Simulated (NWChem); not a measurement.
# Si2H5ClO (SMILES O[SiH]([SiH3])Cl) at 4 levels

Aim: a comparison of 4 runs (HF/STO-3G, HF/3-21G, B3LYP/6-31G*) of Si2H5ClO. 

Program for the calculation: NWChem 7.3.0.

**1. Starting point**

Si2H5ClO has 9 atoms, charge 0, and is taken as a singlet. As SMILES, `O[SiH]([SiH3])Cl`. Geometry: relaxed at PBE0-D4/def2-TZVP. This is one conformer, not always the lowest.

Bond lengths: O1–Si2 1.639 Å, Si2–Si3 2.335 Å, Si2–Cl4 2.068 Å, O1–H5 0.959 Å, Si2–H6 1.486 Å, Si3–H7 1.487 Å, Si3–H8 1.485 Å, Si3–H9 1.487 Å. Some angles: O1–Si2–Si3 107.4°, O1–Si2–Cl4 110.6°, Si3–Si2–Cl4 108.6°, O1–Si2–H6 111.0°, Si3–Si2–H6 114.5°, Cl4–Si2–H6 104.7°, Si2–O1–H5 118.4°, Si2–Si3–H7 110.4°, Si2–Si3–H8 109.5°, Si2–Si3–H9 108.6°.

**2. Energy and forces at HF/STO-3G (run 1)**

input.xyz

```xyz
9

O      0.516900     0.942100    -1.606400
Si    -0.265600     0.799800    -0.173200
Si     0.351900    -1.250200     0.759300
Cl    -2.313400     0.805800    -0.459000
H      0.374000     1.735000    -2.126800
H     -0.002900     1.975800     0.697100
H      1.819900    -1.291800     0.992500
H     -0.039700    -2.350400    -0.158700
H     -0.352700    -1.412300     2.058200
```

run.py

```python
from ase.io import read
from ase.calculators.nwchem import NWChem

system = read('input.xyz')

calc = NWChem(
    label='input',
    theory='scf',
    memory='2200 mb',
    basis='STO-3G',
    basispar='spherical bse',
    scf={'nopen': '0', 'rhf': None, 'thresh': '1e-08', 'maxiter': '80', 'print': 'low'},
)
system.calc = calc

forces = system.get_forces()
print("Total energy (eV):", round(system.get_potential_energy(), 6))
print("forces (eV/A):")
for s, f in zip(system.symbols, forces):
    print(f"{s:2s} {f[0]:10.5f} {f[1]:10.5f} {f[2]:10.5f}")
```

Started as:

```sh
export ASE_NWCHEM_COMMAND="nwchem PREFIX.nwi > PREFIX.nwo"
python run.py
```

The log of the run:

```text
Total energy (eV): -30003.766324
forces (eV/A):
O     0.85592   -1.49371   -0.18815
Si    1.31476   -0.00159    2.14389
Si    0.00159   -0.22101    0.18610
Cl   -0.92678    0.10824   -0.21942
H    -0.55623    1.32422   -0.31393
H    -0.31095   -1.15664   -0.91228
H    -1.69060    0.06484   -0.27938
H     0.47247    1.23166    1.07184
H     0.83977    0.14398   -1.48867
```

The calculator wrote input.nwi:

```
title "input"

permanent_dir input

scratch_dir input

start input

geometry units angstrom nocenter noautosym noautoz
  O  5.1690000000000003e-01 9.4210000000000005e-01 -1.6064000000000001e+00
  Si -2.6560000000000000e-01 7.9979999999999996e-01 -1.7319999999999999e-01
  Si 3.5189999999999999e-01 -1.2502000000000000e+00 7.5929999999999997e-01
  Cl -2.3134000000000001e+00 8.0579999999999996e-01 -4.5900000000000002e-01
  H  3.7400000000000000e-01 1.7350000000000001e+00 -2.1267999999999998e+00
  H  -2.8999999999999998e-03 1.9758000000000000e+00 6.9710000000000005e-01
  H  1.8199000000000001e+00 -1.2918000000000001e+00 9.9250000000000005e-01
  H  -3.9699999999999999e-02 -2.3504000000000000e+00 -1.5870000000000001e-01
  H  -3.5270000000000001e-01 -1.4123000000000001e+00 2.0581999999999998e+00
end

memory 2200 mb

basis spherical bse noprint
   * library STO-3G
end

scf
  nopen 0
  rhf
  thresh 1e-08
  maxiter 80
  print low
end

task scf gradient
```

input.nwo:

```text
Northwest Computational Chemistry Package (NWChem) 7.3.0
             --------------------------------------------------------

           Job information
           ---------------

    nwchem branch   = 7.3.0
    use scalapack   = T
    input           = input.nwi
    prefix          = input.
    data base       = input/input.db
    status          = startup
    nproc           =        1

           Memory information
           ------------------

    heap     =     72089594 doubles =      550.0 Mbytes
    stack    =     72089599 doubles =      550.0 Mbytes
    global   =    144179200 doubles =     1100.0 Mbytes (distinct from heap & stack)
    total    =    288358393 doubles =     2200.0 Mbytes
    verify   = yes
    hardfail = no

           Directory information
           ---------------------

  0 permanent = input
  0 scratch   = input

                                NWChem Input Module
                                -------------------

                                       input
                                       -----

[... 26 lines left out ...]
            Nuclear Dipole moment (a.u.)
[... 54 lines left out ...]
                                       input

  ao basis        = "ao basis"
  functions       =    37
  atoms           =     9
  closed shells   =    29
  open shells     =     0
  charge          =   0.00
  wavefunction    = RHF
  input vectors   = atomic
  output vectors  = input/input.movecs
  use symmetry    = F
  symmetry adapt  = F

 Forming initial guess at       0.0s

 Starting SCF solution at       0.1s

       Final RHF  results
       ------------------

         Total SCF energy =  -1102.618084122138
      One-electron energy =  -2083.481503617796
      Two-electron energy =    704.706207071198
 Nuclear repulsion energy =    276.157212424461

        Time for solution =      1.3s

                              NWChem Gradients Module
                              -----------------------

                         RHF ENERGY GRADIENTS

    atom               coordinates                        gradient
                 x          y          z           x          y          z
   1 O       0.976799   1.780311  -3.035656   -0.016645   0.029048   0.003659
   2 Si     -0.501911   1.511403  -0.327301   -0.025568   0.000031  -0.041692
   3 Si      0.664995  -2.362535   1.434869   -0.000031   0.004298  -0.003619
[... 5 lines of this table left out ...]
   9 H      -0.666506  -2.668860   3.889434   -0.016331  -0.002800   0.028950

 Task  times  cpu:        1.7s     wall:        1.7s
 Total times  cpu:        1.8s     wall:        1.8s
```

Run time: 2.5 s. Hardware: 1 thread of AMD EPYC 9R45 (Zen 5), shared host; peak memory 0.098 GiB.

**3. Energy and gradient at HF/3-21G (run 2)**

work.xyz

```xyz
9
ClH5OSi2
O      0.516900     0.942100    -1.606400
Si    -0.265600     0.799800    -0.173200
Si     0.351900    -1.250200     0.759300
Cl    -2.313400     0.805800    -0.459000
H      0.374000     1.735000    -2.126800
H     -0.002900     1.975800     0.697100
H      1.819900    -1.291800     0.992500
H     -0.039700    -2.350400    -0.158700
H     -0.352700    -1.412300     2.058200
```

run.py

```python
from ase.io import read
from ase.calculators.nwchem import NWChem

molecule = read('work.xyz')

calc = NWChem(
    label='work',
    theory='scf',
    memory='2200 mb',
    basis='3-21G',
    basispar='spherical bse',
    scf={'nopen': '0', 'rhf': None, 'thresh': '1e-08', 'maxiter': '80'},
)
molecule.calc = calc

forces = molecule.get_forces()
e = molecule.get_potential_energy()
print(f"E = {e:.6f} eV")
print("forces (eV/A):")
for s, f in zip(molecule.symbols, forces):
    print(f"{s:2s} {f[0]:10.5f} {f[1]:10.5f} {f[2]:10.5f}")
print("dipole (e A):", molecule.get_dipole_moment().round(4))
```

Started as:

```sh
export ASE_NWCHEM_COMMAND="nwchem PREFIX.nwi > PREFIX.nwo"
python run.py
```

The log of the run:

```text
E = -30191.192210 eV
forces (eV/A):
O     0.34309    0.35872   -0.88091
Si    1.65589   -0.33573    1.78568
Si    0.06999   -0.25403    0.14270
Cl   -2.27651    0.05559   -0.30169
H     0.30318    0.14239   -0.64314
H    -0.05466   -0.09919   -0.06654
H    -0.02473    0.06232   -0.01455
H    -0.01815    0.05368    0.00041
H     0.00195    0.01625   -0.02191
dipole (e A): [0.4344 0.2461 0.0648]
```

The calculator wrote work.nwi:

```
title "work"

permanent_dir work

scratch_dir work

start work

geometry units angstrom nocenter noautosym noautoz
  O  5.1690000000000003e-01 9.4210000000000005e-01 -1.6064000000000001e+00
  Si -2.6560000000000000e-01 7.9979999999999996e-01 -1.7319999999999999e-01
  Si 3.5189999999999999e-01 -1.2502000000000000e+00 7.5929999999999997e-01
  Cl -2.3134000000000001e+00 8.0579999999999996e-01 -4.5900000000000002e-01
  H  3.7400000000000000e-01 1.7350000000000001e+00 -2.1267999999999998e+00
  H  -2.8999999999999998e-03 1.9758000000000000e+00 6.9710000000000005e-01
  H  1.8199000000000001e+00 -1.2918000000000001e+00 9.9250000000000005e-01
  H  -3.9699999999999999e-02 -2.3504000000000000e+00 -1.5870000000000001e-01
  H  -3.5270000000000001e-01 -1.4123000000000001e+00 2.0581999999999998e+00
end

memory 2200 mb

basis spherical bse noprint
   * library 3-21G
end

scf
  nopen 0
  rhf
  thresh 1e-08
  maxiter 80
end

task scf gradient
```

work.nwo, shortened:

```text
[...]
      One-electron energy =  -2087.251022355827
[... 1 line left out ...]
 Nuclear repulsion energy =    276.157212424461
[... 47 lines left out ...]
                       ROHF Final Molecular Orbital Analysis
[... 236 lines left out ...]
     1   1 0 0      0.820960      0.000000    -60.822343
[...]
  wavefunction    =   RHF
                         RHF ENERGY GRADIENTS
    atom               coordinates                        gradient
                 x          y          z           x          y          z
   1 O       0.976799   1.780311  -3.035656   -0.006672  -0.006976   0.017131
   2 Si     -0.501911   1.511403  -0.327301   -0.032202   0.006529  -0.034726
   3 Si      0.664995  -2.362535   1.434869   -0.001361   0.004940  -0.002775
[... 5 lines of this table left out ...]
   9 H      -0.666506  -2.668860   3.889434   -0.000038  -0.000316   0.000426
[...]
```

It took 2.8 s on 1 thread of AMD EPYC 9R45 (Zen 5), shared host; peak memory 0.098 GiB.

Run 3 isn't shown in full; the table further down has it.

**4. Energy and gradient at B3LYP/6-31G(d) (Cartesian functions) (run 4)**

sp.nw

```
start sp
title "ClH5OSi2"
memory 2200 mb
geometry noautosym nocenter noautoz
  O      0.516900     0.942100    -1.606400
  Si    -0.265600     0.799800    -0.173200
  Si     0.351900    -1.250200     0.759300
  Cl    -2.313400     0.805800    -0.459000
  H      0.374000     1.735000    -2.126800
  H     -0.002900     1.975800     0.697100
  H      1.819900    -1.291800     0.992500
  H     -0.039700    -2.350400    -0.158700
  H     -0.352700    -1.412300     2.058200
end
basis "ao basis" cartesian
  O library 6-31G*
  Si library 6-31G*
  Cl library 6-31G*
  H library 6-31G*
end
dft
  xc b3lyp
  grid xfine
  convergence energy 1e-08
  maxiter 100
  mulliken
end
task dft gradient
```

Started as:

```sh
nwchem sp.nw > sp.out
```

The log of the run:

```text
[...]
          Wavefunction type:  closed shell.
          No. of atoms     :     9
          No. of electrons :    58
[...]
          Charge           :     0
          Spin multiplicity:     1
[...]
          AO basis - number of functions:    82
[...]
              XC Information
              --------------
                         B3LYP Method XC Potential
                     Hartree-Fock (Exact) Exchange  0.200
                        Slater Exchange Functional  0.800 local
                    Becke 1988 Exchange Functional  0.720 non-local
              Lee-Yang-Parr Correlation Functional  0.810
                  VWN I RPA Correlation Functional  0.190 local
[...]
 d= 0,ls=0.0,diis     1  -1117.4213921374 -1.39D+03  1.73D-02  8.02D-01     2.2
[...]
 d= 0,ls=0.0,diis     8  -1117.4964202094 -8.28D-09  5.62D-06  2.00D-07    14.8
         Total DFT energy =    -1117.496420209421
      One electron energy =    -2095.028694359613
           Coulomb energy =      782.037166008604
    Exchange-Corr. energy =      -80.662104282873
 Nuclear repulsion energy =      276.157212424461
[...]
      Total Density - Mulliken Population Analysis
     ---------------------------------------------
    Atom       Charge   Shell Charges
 -----------   ------   -------------------------------------------------------
    1 O    8     8.67   1.99  0.90  2.95  0.91  1.88  0.04
    2 Si  14    13.41   2.00  1.99  5.96  1.05  1.74  0.15  0.29  0.23
    3 Si  14    13.86   2.00  1.99  5.96  1.05  2.01  0.30  0.44  0.11
    4 Cl  17    17.27   2.00  1.99  5.97  1.45  3.65  0.56  1.68 -0.03
    5 H    1     0.57   0.47  0.10
    6 H    1     1.08   0.51  0.57
    7 H    1     1.05   0.51  0.54
    8 H    1     1.04   0.51  0.53
    9 H    1     1.05   0.51  0.54
[...]
  wavefunction    = closed shell
                         DFT ENERGY GRADIENTS
    atom               coordinates                        gradient
                 x          y          z           x          y          z
   1 O       0.976799   1.780311  -3.035656   -0.007925   0.006462   0.006470
   2 Si     -0.501911   1.511403  -0.327301   -0.002868   0.001258  -0.011090
   3 Si      0.664995  -2.362535   1.434869   -0.000510  -0.000192  -0.000009
   4 Cl     -4.371692   1.522741  -0.867384    0.010635  -0.000658   0.001201
   5 H       0.706758   3.278675  -4.019069    0.001158  -0.007691   0.005080
   6 H      -0.005480   3.733721   1.317328   -0.000006  -0.000697  -0.000776
   7 H       3.439112  -2.441148   1.875553   -0.000428   0.000409  -0.000285
   8 H      -0.075022  -4.441612  -0.299900   -0.000048   0.000585  -0.000140
   9 H      -0.666506  -2.668860   3.889434   -0.000009   0.000524  -0.000452
[...]
```

Wall time 20 s (1 thread of AMD EPYC 9R45 (Zen 5), shared host); peak memory 0.15 GiB.

**5. The series**

```csv
run,level,iteration cap,module,energy (Eh),largest force (eV/Å),wall time
1,HF/STO-3G,80,scf,-1102.618084,2.515,2.5 s
2,HF/3-21G,80,scf,-1109.505858,2.458,2.8 s
3,B3LYP/6-31G* (spherical functions),100,dft,-1117.488330,0.631,19 s
4,B3LYP/6-31G* (Cartesian functions),100,dft,-1117.496420,0.622,20 s
```

**6. What came out**

| quantity | value |
| --- | --- |
| run 4: total energy | -1117.49642 Eh |
| run 4: dipole moment | 1.62 D |
| run 4: HOMO energy | -7.86 eV |
| run 4: LUMO energy | -0.19 eV |
| run 4: HOMO–LUMO gap | 7.68 eV |
| run 4: largest force on an atom | 0.622 eV/Å |

**Reading.** Over runs 2, 3, 4 the dipole moment (its size) runs from 1.62 D (B3LYP/6-31G*) to 2.42 D (HF/3-21G). The two ends differ in method and basis. Over runs 2, 3, 4 the HOMO–LUMO gap runs from 7.68 eV (B3LYP/6-31G*) to 14.41 eV (HF/3-21G). In run 1 the basis is minimal, so the values are rough. All runs together took 45 s, the longest 20 s.
